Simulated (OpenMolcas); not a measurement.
# Tc⁵⁺ among point charges: CASSCF and CASPT2 levels and susceptibility

How does a field of 3 point charges split the states of Tc⁵⁺, and what χT follows?

Program: OpenMolcas 26.06. Level of theory: state-averaged CASSCF and CASPT2, spin-orbit coupling by RASSI with atomic mean-field integrals. These are calculated values, not measurements, unless marked.

## 1. Starting point

| Property | Result |
| --- | --- |
| Species | Tc⁵⁺ (technetium, Z = 43, 38 electrons) |
| Basis | ANO-RCC-VDZP [6s5p3d1f], 43 functions |
| Scalar Hamiltonian | DKH2, point nucleus |
| Inactive shells | 1s 2s 2p 3s 3p 3d 4s 4p |
| Active space | 2 electrons in 5 orbitals (4d) |
| Some configurations of this space | 4d2 |
| Orbitals | optimised for each spin and parity, averaged over all roots |

The outer shells:

4d2
```
4d [↑ ][↑ ][  ][  ][  ]
```

The ion sits among 3 point charges of -0.65 e arranged as a planar triangle (D3h), 2.04 Å from the ion.

Each step is its own input file, run in one work folder so that later steps find the files of earlier ones. Labels, J, g values, rates, χT and fits are worked out afterwards by a script from the matrices that RASSI stores.

## 2. One- and two-electron integrals

File a.inp:

```
&GATEWAY
Coord
1

Tc 0.0 0.0 0.0
Basis=ANO-RCC-VDZP
Group=NoSym
NoMove
AngMom=0.0 0.0 0.0
AMFI
XField
3 Angstrom 0
2.040000 0.000000 0.000000 -0.650000
-1.020000 1.766692 0.000000 -0.650000
-1.020000 -1.766692 0.000000 -0.650000
&SEWARD
```

## 3. Reference wave functions, triplets, 10 roots

File a.inp:

```
&RASSCF
FileOrb=start.orb
Symmetry=1
Spin=3
nActEl=2 0 0
Inactive=18
Ras2=5
CIRoot=10 10 1
SDav=10
CIMx=300
Iter=120 100
PrWF=0.3
OrbListing=Nothing
MaxOrb=0
>>> COPY $Project.JobIph JOB001
```

start.orb holds the contracted functions of the basis, ordered by shell, or the orbitals of the step before.

## 4. CASSCF: singlets, 15 roots

File a.inp:

```
&RASSCF
FileOrb=start.orb
Symmetry=1
Spin=1
nActEl=2 0 0
Inactive=18
Ras2=5
CIRoot=15 15 1
SDav=15
CIMx=300
Iter=120 100
PrWF=0.3
OrbListing=Nothing
MaxOrb=0
>>> COPY $Project.JobIph JOB002
```

## 5. State interaction with spin-orbit coupling

File a.inp:

```
&RASSI
NrOfJobIphs=2 10 15
1 2 3 4 5 6 7 8 9 10
1 2 3 4 5 6 7 8 9 10 11 12 13 14 15
IphNames
JOB001
JOB002
EJob
SpinOrbit
DIPRint=1.0
SOCoupling=1000.0
Subsets=2
Property=9
'ANGMOM' 1 'ANGMOM' 2 'ANGMOM' 3 'MLTPL  1' 1 'MLTPL  1' 2 'MLTPL  1' 3
'AMFI' 1 'AMFI' 2 'AMFI' 3
SOProperty=3
'ANGMOM' 1 'ANGMOM' 2 'ANGMOM' 3
```

## 6. CASPT2: IPEA 0.25, imaginary shift 0.1 (closed shells correlated: 4s 4p)

File a.inp:

```
>>> COPY JOB001 $Project.JobIph
&CASPT2
Multistate=10 1 2 3 4 5 6 7 8 9 10
NoMult
Frozen=14
IPEA=0.25
Imaginary=0.1
MaxIter=60
WThr=0.0 0.3 0.05
PrWF=0.5
NoMix
>>> COPY JOB002 $Project.JobIph
&CASPT2
Multistate=15 1 2 3 4 5 6 7 8 9 10 11 12 13 14 15
NoMult
Frozen=14
IPEA=0.25
Imaginary=0.1
MaxIter=60
WThr=0.0 0.3 0.05
PrWF=0.5
NoMix
```

(Steps that only read results are left out.)

What does the calculation give? Wanted: spin-free ground state; first state of the same spin within the active space; lowest level; next level.

As calculated:

```
                                            quantity                                                                        value
                                              method  SS-CASPT2, IPEA 0.25, imaginary shift 0.1 (closed shells correlated: 4s 4p)
                              spin-free ground state                                              3A2, 1-fold in its orbital part
first state of the same spin within the active space                                                               3E at 408 cm⁻¹
                                        lowest level                                                                    1-fold A1
                                          next level                                                                   587.5 cm⁻¹
                                         χT at 300 K                                                               0.17 cm³ K/mol
                           effective moment at 300 K                                                                      1.17 μB
```

Cost by method:

| method | time of its own steps | time with the reference |
| --- | --- | --- |
| A. CASSCF | 3.2 s | 3.2 s |
| B. SS-CASPT2, IPEA 0.25, imaginary shift 0.1, +4s 4p | 1.5 s | 4.7 s |

Times are of one thread on a shared host.

The spin-free ground state (3A2) comes to 98 % from free-ion F terms and keeps the highest spin of the shell. χT at 300 K is 0.17, against 1.00 cm³ K/mol for the spin alone, so spin-orbit coupling lowers it. CASPT2 does not keep the components of a term degenerate, and the means are used. The field of point charges can differ much from that of real complexes. This is an electrostatic model: the charges have no orbitals.
